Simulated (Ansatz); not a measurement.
**GeH₅ (doublet): wave-function methods side by side at distance H1–H2 along a hydrogen transfer = 0.901 Å, cc-pVTZ**

Aim: climb from Hartree-Fock through coupled cluster and multireference methods for GeH₅ (doublet) at one geometry and basis, and see what each rung misses.

Method: cc-pVTZ, correlated electrons: outside noble gas; program: Ansatz 0.2.0, Gaussian basis.

To be run: UHF; CCSD(T) on ROHF; CCSD(T) on UHF; BCCD(T) on ROHF; CISD; CCSDT(Q) on ROHF; CCSDT(Q) on UHF; CASSCF and NEVPT2, 3 electrons in 3 orbitals; CASSCF and NEVPT2, 9 electrons in 9 orbitals.

## 1. What is computed

The geometry derives from fragments relaxed apart (PBE0/def2-TZVP) and kept rigid, so it is no stationary point. A hydrogen atom is moved between rigid fragments. No spin-orbit coupling is included. The filled d shell of Ge may be among the frozen orbitals whatever the setting's name suggests; the logs give the count.

6 atoms, charge 0, spin multiplicity 2.

Atoms are counted from 1 here; the program's logs count them from 0.

Bond lengths: H2–Ge3 1.738 Å, Ge3–H4 1.539 Å, Ge3–H5 1.539 Å, Ge3–H6 1.539 Å. Angles: H2–Ge3–H4 107.7°, H2–Ge3–H5 107.7°, H2–Ge3–H6 107.7°, H4–Ge3–H5 111.2°, H4–Ge3–H6 111.2°, H5–Ge3–H6 111.2°.

In the tables R marks a restricted open-shell determinant and U an unrestricted one; 'pair' is the active space of 3 electrons in 3 orbitals; 'valence' is the active space of 9 electrons in 9 orbitals; correlation energies count from the lowest restricted Hartree-Fock solution.

## 2. UHF

Input file in.yaml:

```yaml
crystal:
  periodic: [false, false, false]
  atoms:
    - {symbol: H, position_ang: [-2.600450, 0.000000, -0.000001]}
    - {symbol: H, position_ang: [-1.699450, 0.000000, -0.000001]}
    - {symbol: Ge, position_ang: [0.038550, 0.000000, 0.000000]}
    - {symbol: H, position_ang: [0.507219, -1.465915, 0.000000]}
    - {symbol: H, position_ang: [0.507219, 0.732957, -1.269519]}
    - {symbol: H, position_ang: [0.507219, 0.732957, 1.269520]}
basis:
  gaussian: {orbitals: cc-pVTZ}
magnetization: {spin_polarized: true, initial_magnetization: 1}
hamiltonian: {xc: hf}
output: {orbitals: {seedname: orbitals}}
```

Run with:

```sh
ansatz run in.yaml --threads 1 --pin off --events-out ev --progress --plain --max-ram 7936MiB --backend cpu
```

Further steps of the session: CCSD(T) on ROHF; CCSD(T) on UHF; BCCD(T) on ROHF; CISD; CCSDT(Q) on ROHF; CCSDT(Q) on UHF; CASSCF and NEVPT2, 3 electrons in 3 orbitals; CASSCF and NEVPT2, 9 electrons in 9 orbitals.

**Question.** What will the summary of the whole plan be? Wanted: correlation energy, UCCSDT(Q); RMP2 from UCCSDT(Q); UMP2 from UCCSDT(Q); RCCSD from UCCSDT(Q); RCCSD(T) from UCCSDT(Q); UCCSD(T) from UCCSDT(Q); RCCSDT(Q) from UCCSDT(Q); NEVPT2 pair from UCCSDT(Q); NEVPT2 valence from UCCSDT(Q).

As calculated:

| quantity | value |
| --- | --- |
| correlation energy, UCCSDT(Q) | -5.3760 eV |
| RMP2 from UCCSDT(Q) | +1028.2 meV |
| UMP2 from UCCSDT(Q) | +1050.2 meV |
| RCCSD from UCCSDT(Q) | +152.7 meV |
| RCCSD(T) from UCCSDT(Q) | +28.7 meV |
| UCCSD(T) from UCCSDT(Q) | +26.8 meV |
| RCCSDT(Q) from UCCSDT(Q) | +3.2 meV |
| NEVPT2 pair from UCCSDT(Q) | +1017.2 meV |
| NEVPT2 valence from UCCSDT(Q) | +966.5 meV |
| levels of the table within 1 kcal/mol (43 meV) | RCCSD(T), UCCSD(T), BCCD(T), RCCSDT, UCCSDT, RCCSDT(Q) |
| T1 diagnostic | 0.020 |
| effectively unpaired electrons | 1.02 |

RCCSD(T) misses by +28.7 meV, 0.5 % of the correlation energy. One determinant dominates. Of the multireference levels listed NEVPT2 valence comes nearest in total energy (+966.5 meV), which doesn't show that its space is the better one. These misses are within one basis, not against nature; the frozen cores of restricted and unrestricted runs differ, which can shift their rows.
